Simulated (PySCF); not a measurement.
**The bond of SiAs−, level by level**

The task here is to estimate one member of a computed series from the others.

Method: Si def2-TZVPPD, As def2-TZVPPD, no relativity; program: PySCF 2.14.0.

2 further runs of the same task are left out: 2 set aside as unsound or not needed.

Set-up of the first run:

The job is set up so:

```json
{"atoms": "Si, As", "charge": "-1", "basis": "Si def2-TZVPPD, As def2-TZVPPD", "Hamiltonian": "no relativity", "basis functions": "102", "electrons treated": "48", "masses in u": "27.9769, 74.9216", "levels": "PBE0, PBE, r²SCAN, BHandHLYP, BLYP, BP86, TPSSh, MN15, ωB97M-V, HF, MP2, SCS-MP2, CCSD, CCSD(T)", "grid": "80 radial by 434 angular points", "occupations": "held fixed by the projection of orbital angular momentum", "dissociation limit": "Si− + As, each in its ground configuration", "starting distance in angstrom": "2.390", "values of 2S to try": "0, 2, 4"}
```

Command:

```
> OMP_NUM_THREADS=2 python dia.py task.json out
```

Steps of the session up to this table: Input; First curve: PBE0; Excited determinants; PBE (GGA); r²SCAN (meta-GGA); BHandHLYP; BLYP (GGA); BP86 (GGA); TPSSh (hybrid meta-GGA); MN15; ωB97M-V; RHF; MP2 and coupled cluster.

One of the session's tables, all rows but one given; the rest of the session is left out.

Energy (eV) from each level's lowest point:

```
R (Å)    RHF  RHF-MP2  RHF-SCS-MP2  RHF-CCSD  RHF-CCSD(T)
1.806  1.452    1.679        1.686       n/a          n/a
1.890  0.604    0.788        0.790     0.732        0.804
1.974  0.154    0.277        0.277     0.238        0.284
2.037  0.012    0.079        0.078     0.057        0.081
2.100  0.000    0.000        0.000     0.000        0.000
2.163  0.089    0.013        0.015     0.040        0.013
2.247  0.328    0.134        0.140     0.204        0.140
2.352      ?        ?            ?         ?            ?
2.478  1.399    0.800        0.824     1.037        0.845
2.646  2.344    1.392        1.435       n/a          n/a
```

Estimate the missing values for R (Å) = 2.352.

Worked estimate for «RHF». A straight line through the neighbours (2.247, 0.328) and (2.478, 1.399) gives 0.328 + (1.399 − 0.328) × (2.352 − 2.247) / (2.478 − 2.247) = 0.815; a parabola fitted to 4 rows on both sides gives 0.778.

The run gave: RHF: 0.760; RHF-MP2: 0.397; RHF-SCS-MP2: 0.409; RHF-CCSD: 0.534; RHF-CCSD(T): 0.415. In «RHF» the line misses by +0.055 and the parabola by +0.018.
